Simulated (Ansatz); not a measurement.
# C2H8AlClSi: the cost of one run

Program: Ansatz 0.2.0. Level of theory: RKS B3LYP-D4/def2-SVP. These are calculated values, not measurements.

### Step 1. Starting point

Bond lengths: Si1–C2 1.800 Å, C2–Al3 1.970 Å, Al3–C4 2.014 Å, C4–Cl5 1.710 Å, Si1–H6 1.517 Å, Si1–H7 1.456 Å, Si1–H8 1.489 Å, C2–H9 1.066 Å, C2–H10 1.125 Å, Al3–H11 1.638 Å, C4–H12 1.077 Å, C4–H13 1.223 Å. Angles (14 of 21 angles, heavy atoms first): Si1–C2–Al3 109.1°, C2–Al3–C4 122.5°, Al3–C4–Cl5 112.0°, Si1–C2–H9 110.4°, Si1–C2–H10 109.3°, Al3–C2–H9 108.8°, Al3–C2–H10 109.1°, C2–Si1–H6 111.5°, C2–Si1–H7 111.6°, C2–Si1–H8 110.9°, C2–Al3–H11 119.7°, C4–Al3–H11 117.7°, Al3–C4–H12 108.7°, Al3–C4–H13 104.5°.

Structure file:

```xyz
13

Si   -1.8916   -0.5497   -0.0127
C    -0.3157   -1.3850    0.2280
Al    1.0677   -0.0450    0.6413
C     1.5745    1.4213   -0.6436
Cl    2.7899    2.4402   -0.0038
H    -1.8169    0.4642   -1.1390
H    -2.9546   -1.4910   -0.3367
H    -2.2687    0.2341    1.1963
H    -0.0335   -1.9083   -0.6564
H    -0.4034   -2.1014    1.0905
H     1.8846   -0.1332    2.0583
H     1.8513    0.9764   -1.5848
H     0.5368    2.0425   -0.8225
```

### Step 2. End point A

Input file input.yaml:

```yaml
crystal:
  periodic: [false, false, false]
  atoms:
    - { symbol: Si, position_ang: [-1.8916, -0.5497, -0.0127] }
    - { symbol: C, position_ang: [-0.3157, -1.385, 0.228] }
    - { symbol: Al, position_ang: [1.0677, -0.045, 0.6413] }
    - { symbol: C, position_ang: [1.5745, 1.4213, -0.6436] }
    - { symbol: Cl, position_ang: [2.7899, 2.4402, -0.0038] }
    - { symbol: H, position_ang: [-1.8169, 0.4642, -1.139] }
    - { symbol: H, position_ang: [-2.9546, -1.491, -0.3367] }
    - { symbol: H, position_ang: [-2.2687, 0.2341, 1.1963] }
    - { symbol: H, position_ang: [-0.0335, -1.9083, -0.6564] }
    - { symbol: H, position_ang: [-0.4034, -2.1014, 1.0905] }
    - { symbol: H, position_ang: [1.8846, -0.1332, 2.0583] }
    - { symbol: H, position_ang: [1.8513, 0.9764, -1.5848] }
    - { symbol: H, position_ang: [0.5368, 2.0425, -0.8225] }
basis:
  gaussian: { orbitals: def2-SVP }
hamiltonian:
  xc: b3lyp
  dispersion: d4
relax:
  f_tol: 0.015
  max_steps: 40
```

Started as:

```bash
$ ansatz run input.yaml --threads 2 --pin off --max-ram 3072MiB --backend cpu --events-out ev --progress --plain --runs-dir out
```

What time and memory should one allow on 2 threads of Arm Neoverse V1, shared host?

About 1.9 min, with a peak of 0.3 GiB.
